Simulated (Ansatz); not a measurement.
The system is AlSn.

```
Sn Al
1.0
     4.19811    0.00000    0.00000
    -2.09905    3.63567    0.00000
     0.00000    0.00000    3.30685
Sn Al
1 1
Direct
  0.33333 0.66667 0.50000
  0.00000 0.00000 0.00000
```

The cell comes from a database or a generator and needn't be the stable form of this composition.

- Program: Ansatz 0.2.0
- Task: relaxation of cell and atoms
- Functional: PBEsol
- Potentials or basis: Ansatz PAW
- Cutoff: 420 eV (not typed: the program's choice for these potentials)
- k mesh: 7 × 7 × 8
- Occupations: fermi-dirac, width 0.05 eV
- Spin: no spin polarisation

At the start: volume 25.24 Å³/atom.

Problem. How do energy, volume and symmetry change on relaxing?

Solution. It ends after 5 steps and the volume is 24.35 Å³/atom (-3.5 %); space group P-6m2 (No. 187, to 0.05 Å).

Step by step:
```tsv
step	energy change (eV)	largest force (eV/Å)	volume (Å³)
1	0.0000	0.0000	50.47
2	-0.0093	0.0000	48.04
3	-0.0107	0.0000	48.74
4	-0.0108	0.0000	48.71
5	-0.0104	0.0000	48.71
```

Final structure:
```cif
data_structure
_symmetry_space_group_name_H-M 'P 1'
_symmetry_Int_Tables_number 1
_cell_length_a 4.1396
_cell_length_b 4.1396
_cell_length_c 3.2823
_cell_angle_alpha 90.000
_cell_angle_beta 90.000
_cell_angle_gamma 120.000
_cell_volume 48.71
loop_
_atom_site_label
_atom_site_type_symbol
_atom_site_fract_x
_atom_site_fract_y
_atom_site_fract_z
_atom_site_occupancy
Sn1 Sn 0.33333 0.66667 0.50000 1
Al1 Al 0.00000 0.00000 0.00000 1
```

Caveat: the plane-wave basis is chosen anew once the cell has moved, so the energies of steps on either side of that aren't comparable; the PAW data sets come from PBE, with cores solved anew for the run's functional, which leaves a small shift of forces and pressure.
